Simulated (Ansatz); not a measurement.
**CH₇F₂NSi₂: small, medium and large basis sets**

Aim: see how fast density functionals converge with the basis set for CH₇F₂NSi₂.

The runs use Ansatz 0.2.0, Gaussian basis; one geometry, several basis sets.

Plan: PBE0-D4/def2-SVP; ωB97M-V/def2-SVP; PBE0-D4/def2-QZVPP; ωB97M-V/def2-QZVPP; the functionals' def2-TZVPP values are taken from earlier runs.

### Step 1. The geometry

All runs share one geometry, relaxed beforehand with PBE0-D4 in a triple-zeta def2 set.

SMILES `C[SiH](F)N[SiH2]F`, 13 atoms, charge 0, spin multiplicity 1.

Atoms are counted from 1 here; the program's logs count them from 0.

Bond lengths: C1–Si2 1.850 Å, C1–H7 1.092 Å, C1–H8 1.094 Å, C1–H9 1.092 Å, Si2–F3 1.603 Å, Si2–N4 1.719 Å, Si2–H10 1.481 Å, N4–Si5 1.710 Å, N4–H11 1.012 Å, Si5–F6 1.601 Å, Si5–H12 1.480 Å, Si5–H13 1.478 Å. Angles: Si2–C1–H7 110.7°, Si2–C1–H8 110.9°, Si2–C1–H9 110.8°, H7–C1–H8 108.2°, H7–C1–H9 108.4°, H8–C1–H9 107.7°, C1–Si2–F3 107.1°, C1–Si2–N4 111.6°, C1–Si2–H10 114.1°, F3–Si2–N4 110.3°, F3–Si2–H10 106.7°, N4–Si2–H10 106.9°, Si2–N4–Si5 128.0°, Si2–N4–H11 116.2°, Si5–N4–H11 115.8°, N4–Si5–F6 111.7°, N4–Si5–H12 110.0°, N4–Si5–H13 108.6° and more.

### Step 2. PBE0-D4 in def2-SVP

Input file in.yaml:

```yaml
crystal:
  periodic: [false, false, false]
  atoms:
    - {symbol: C, position_ang: [-0.544271, -1.754905, 1.285397]}
    - {symbol: Si, position_ang: [0.604601, -0.698045, 0.292527]}
    - {symbol: F, position_ang: [1.531969, -1.686713, -0.563971]}
    - {symbol: N, position_ang: [-0.253887, 0.365200, -0.749707]}
    - {symbol: Si, position_ang: [0.100736, 1.998151, -1.111330]}
    - {symbol: F, position_ang: [-0.751646, 3.004011, -0.203371]}
    - {symbol: H, position_ang: [-1.167464, -1.139312, 1.938012]}
    - {symbol: H, position_ang: [-1.202050, -2.336102, 0.633111]}
    - {symbol: H, position_ang: [0.015379, -2.458628, 1.905631]}
    - {symbol: H, position_ang: [1.513799, 0.138883, 1.107978]}
    - {symbol: H, position_ang: [-1.078531, -0.015848, -1.194642]}
    - {symbol: H, position_ang: [-0.274832, 2.300101, -2.510553]}
    - {symbol: H, position_ang: [1.526499, 2.248507, -0.814182]}
basis:
  gaussian: {orbitals: def2-SVP}
hamiltonian: {xc: pbe0, dispersion: d4}
output: {orbitals: {seedname: orbitals}}
```

Command:

```sh
> ansatz run in.yaml --threads 2 --pin off --events-out ev --progress --plain --max-ram 32768MiB --backend cpu
```

Standard output:

```text
Functional definition: PBE0
  name "PBE0"
  cite "Adamo & Barone, J. Chem. Phys. 110, 6158 (1999) doi:10.1063/1.478522"
  cite "Perdew, Burke & Ernzerhof, Phys. Rev. Lett. 77, 3865 (1996) doi:10.1103/PhysRevLett.77.3865"
  parent pbe
  parameter a = 0.25
  parameter kappa = 0.804
  parameter beta = 0.06672455060314922
  exchange = (1 - a)*pbe_x(kappa = kappa, mu = beta*pi^2/3) + a*exact_x
  correlation = pbe_c(beta = beta)
1424 factors; their error is unknown
mean field evaluation 1: about -23799.7382 eV, gradient 6.9e1 eV
mean field evaluation 2: about -23793.6723 eV, gradient 8.6e1 eV
mean field evaluation 4: about -23808.9598 eV, gradient 3.2e0 eV
mean field evaluation 8: about -23808.9849 eV, gradient 4.0e-2 eV
mean field evaluation 16: about -23809.0863 eV, gradient 3.6e-5 eV
mean field -23809.08634442 eV, -874.9677847789 hartree, gradient 3.6e-5 eV, S^2 0.000000; 0 other end points of the search recorded, 0 dependent functions left out
reference -23809.08637480 eV, -874.9677858957 hartree; 33, 33 occupied and 94, 94 virtual orbitals, 1424 factors
Total energy: -23809.33452135 eV, -874.9769051129 hartree
```

It took 2.2 s on 2 threads of AMD EPYC 7R13, shared host; peak memory 0.6 GiB.

### Step 3. ωB97M-V in def2-SVP

Changes to in.yaml since step 2:

```diff
@@ -18,3 +18,3 @@
   gaussian: {orbitals: def2-SVP}
-hamiltonian: {xc: pbe0, dispersion: d4}
+hamiltonian: {xc: {name: wB97M-V}}
 output: {orbitals: {seedname: orbitals}}
```

The command is unchanged.

Standard output, cut to the lines that bear on the results:

```text
Functional definition: wB97M-V
  name "wB97M-V"
  cite "Mardirossian & Head-Gordon, J. Chem. Phys. 144, 214110 (2016) doi:10.1063/1.4952647"
  cite "Becke, J. Chem. Phys. 107, 8554 (1997) doi:10.1063/1.475007"
  cite "Vydrov & Van Voorhis, J. Chem. Phys. 133, 244103 (2010) doi:10.1063/1.3521275"
  # Of w^i u^j: cxij and so on, Table III.
[...]
  gx(w, u) = 1 - cx + cx01*u + cx10*w
  gss(w, u) = css00 + css04*u^4 + css10*w + css20*w^2 + css43*w^4*u^3
  gos(w, u) = cos00 + cos10*w + (cos20 + cos21*u)*w^2 + (cos60 + cos61*u)*w^6
[...]
      + integral(e_c_pw_mod_opposite_spin*gos(b97_w_opposite, b97_u_opposite)) + vv10(b, c)
1424 factors; their error is unknown
387 factors; integrals over basis functions are off by at most 6.1e-6 eV
[...]
mean field -23820.19267248 eV, -875.3759348071 hartree, gradient 4.9e-5 eV, S^2 0.000000; 0 other end points of the search recorded, 0 dependent functions left out
reference -23820.19271936 eV, -875.3759365301 hartree; 33, 33 occupied and 94, 94 virtual orbitals, 1424 factors
Total energy: -23820.19271936 eV, -875.3759365301 hartree
```

Wall time 7 s (2 threads of AMD EPYC 7R13, shared host); peak memory 0.6 GiB.

### Step 4. PBE0-D4 in def2-QZVPP

Changes to in.yaml since step 3:

```diff
@@ -17,4 +17,4 @@
 basis:
-  gaussian: {orbitals: def2-SVP}
-hamiltonian: {xc: {name: wB97M-V}}
+  gaussian: {orbitals: "def2-QZVPP.json"}
+hamiltonian: {xc: pbe0, dispersion: d4}
 output: {orbitals: {seedname: orbitals}}
```

Command:

```sh
> ansatz run in.yaml --threads 2 --pin off --events-out ev --progress --plain --max-ram 32768MiB --backend cuda --devices 0, --max-vram 18GiB
```

Standard output:

```text
Functional definition: PBE0
  name "PBE0"
  cite "Adamo & Barone, J. Chem. Phys. 110, 6158 (1999) doi:10.1063/1.478522"
  cite "Perdew, Burke & Ernzerhof, Phys. Rev. Lett. 77, 3865 (1996) doi:10.1103/PhysRevLett.77.3865"
  parent pbe
  parameter a = 0.25
  parameter kappa = 0.804
  parameter beta = 0.06672455060314922
  exchange = (1 - a)*pbe_x(kappa = kappa, mu = beta*pi^2/3) + a*exact_x
  correlation = pbe_c(beta = beta)
1920 factors; their error is unknown
mean field evaluation 1: about -23813.3967 eV, gradient 8.4e1 eV
mean field evaluation 2: about -23802.4888 eV, gradient 1.1e2 eV
mean field evaluation 4: about -23825.9355 eV, gradient 5.7e0 eV
mean field evaluation 8: about -23826.0029 eV, gradient 1.7e-1 eV
mean field evaluation 16: about -23826.0180 eV, gradient 1.6e-4 eV
mean field -23826.01801350 eV, -875.5900121411 hartree, gradient 4.3e-5 eV, S^2 0.000000; 0 other end points of the search recorded, 0 dependent functions left out
reference -23826.01805791 eV, -875.5900137730 hartree; 33, 33 occupied and 545, 545 virtual orbitals, 1920 factors
Total energy: -23826.26620445 eV, -875.5991329902 hartree
```

Wall time 14 s (1 × H100 (card shared with other runs) with 2 threads of AMD EPYC 7R13, shared host); peak host memory 1.1 GiB.

### Step 5. ωB97M-V in def2-QZVPP

Changes to in.yaml since step 4:

```diff
@@ -18,3 +18,3 @@
   gaussian: {orbitals: "def2-QZVPP.json"}
-hamiltonian: {xc: pbe0, dispersion: d4}
+hamiltonian: {xc: {name: wB97M-V}}
 output: {orbitals: {seedname: orbitals}}
```

Launched as before.

Standard output, cut to the lines that bear on the results:

```text
Functional definition: wB97M-V
  name "wB97M-V"
  cite "Mardirossian & Head-Gordon, J. Chem. Phys. 144, 214110 (2016) doi:10.1063/1.4952647"
  cite "Becke, J. Chem. Phys. 107, 8554 (1997) doi:10.1063/1.475007"
  cite "Vydrov & Van Voorhis, J. Chem. Phys. 133, 244103 (2010) doi:10.1063/1.3521275"
  # Of w^i u^j: cxij and so on, Table III.
[...]
  gx(w, u) = 1 - cx + cx01*u + cx10*w
  gss(w, u) = css00 + css04*u^4 + css10*w + css20*w^2 + css43*w^4*u^3
  gos(w, u) = cos00 + cos10*w + (cos20 + cos21*u)*w^2 + (cos60 + cos61*u)*w^6
[...]
      + integral(e_c_pw_mod_opposite_spin*gos(b97_w_opposite, b97_u_opposite)) + vv10(b, c)
1880 factors; their error is unknown
446 factors; integrals over basis functions are off by at most 6.6e-6 eV
[...]
mean field -23837.33859297 eV, -876.0060357633 hartree, gradient 3.4e-5 eV, S^2 0.000000; 0 other end points of the search recorded, 0 dependent functions left out
reference -23837.33866592 eV, -876.0060384441 hartree; 33, 33 occupied and 545, 545 virtual orbitals, 1880 factors
Total energy: -23837.33866592 eV, -876.0060384441 hartree
```

Run time: 8.5 s. Hardware: 1 × H100 (card shared with other runs) with 2 threads of AMD EPYC 7R13, shared host; peak host memory 1.2 GiB.

### Step 6. Functionals by basis

The def2-TZVPP values come from earlier runs at the same geometry.

```csv
functional,basis,functions,energy (eV),from the largest (eV),HOMO (eV),LUMO (eV)
PBE0-D4,def2-SVP,127,-23809.3345,16.932,-8.44,1.13
PBE0-D4,def2-TZVPP,306,-23825.2370,1.029,-8.56,0.46
PBE0-D4,def2-QZVPP,578,-23826.2662,0.000,-8.58,0.17
ωB97M-V,def2-SVP,127,-23820.1927,17.146,-10.79,2.87
ωB97M-V,def2-TZVPP,306,-23836.3828,0.956,-10.92,1.97
ωB97M-V,def2-QZVPP,578,-23837.3387,0.000,-10.95,1.34
```

### Step 7. Results

```
                                       quantity           value
PBE0-D4: double and triple zeta above quadruple  16.93, 1.03 eV
ωB97M-V: double and triple zeta above quadruple  17.15, 0.96 eV
```

**Reading.** For PBE0-D4 the step from double to triple zeta gains 15.90 eV and the next only 1.03 eV. Total energies overstate the basis error of differences, where much of it tends to cancel. The LUMO of ωB97M-V is positive and keeps falling with the basis (2.87 to 1.34 eV): an unbound level that the basis holds in place.
